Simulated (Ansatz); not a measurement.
# ClGaH4: the cost of one run

Method: RKS r2SCAN-D4/def2-TZVP, in Ansatz 0.2.0.

**1. The system as given**

Bond lengths: Ga1–H3 1.570 Å, Ga1–H4 1.570 Å, Ga1–Cl5 2.540 Å. Angles: H3–Ga1–H4 120.0°, H3–Ga1–Cl5 97.0°, H4–Ga1–Cl5 101.2°.

As a file:

```xyz
6

Ga    0.0000    0.0000    0.0000
H     0.0000    0.0000    1.9200
H     1.3596    0.0000   -0.7850
H    -1.3596    0.0000   -0.7850
Cl    0.1062   -2.4081    0.8009
H     0.0434   -0.9851    1.9581
```

**2. Pulling towards end A**

Springs on the bonds that form and break draw the guess towards this end; the thresholds are loose.

Contents of input.yaml:

```yaml
crystal:
  periodic: [false, false, false]
  atoms:
    - { symbol: Ga, position_ang: [0.0, 0.0, 0.0] }
    - { symbol: H, position_ang: [0.0, 0.0, 1.92] }
    - { symbol: H, position_ang: [1.3596, 0.0, -0.785] }
    - { symbol: H, position_ang: [-1.3596, 0.0, -0.785] }
    - { symbol: Cl, position_ang: [0.1062, -2.4081, 0.8009] }
    - { symbol: H, position_ang: [0.0434, -0.9851, 1.9581] }
basis:
  gaussian: { orbitals: def2-TZVP }
hamiltonian:
  xc: r2scan
  dispersion: d4
relax:
  f_tol: 0.15
  max_steps: 25
  restrain:
    - { distance: [0, 4], at: 3.44, k: 30.0 }
    - { distance: [5, 1], at: 1.86, k: 30.0 }
    - { distance: [0, 1], at: 1.57, k: 30.0 }
    - { distance: [5, 4], at: 1.37, k: 30.0 }
```

The run is started by

```
> ansatz run input.yaml --threads 4 --pin off --max-ram 5120MiB --backend cpu --events-out ev --progress --plain --runs-dir out
```

**Question.** How long does this run take on 4 threads of Intel Xeon 6975P-C (Granite Rapids), shared host, and how much memory does it need?

About 5.1 s, with a peak of 0.2 GiB.
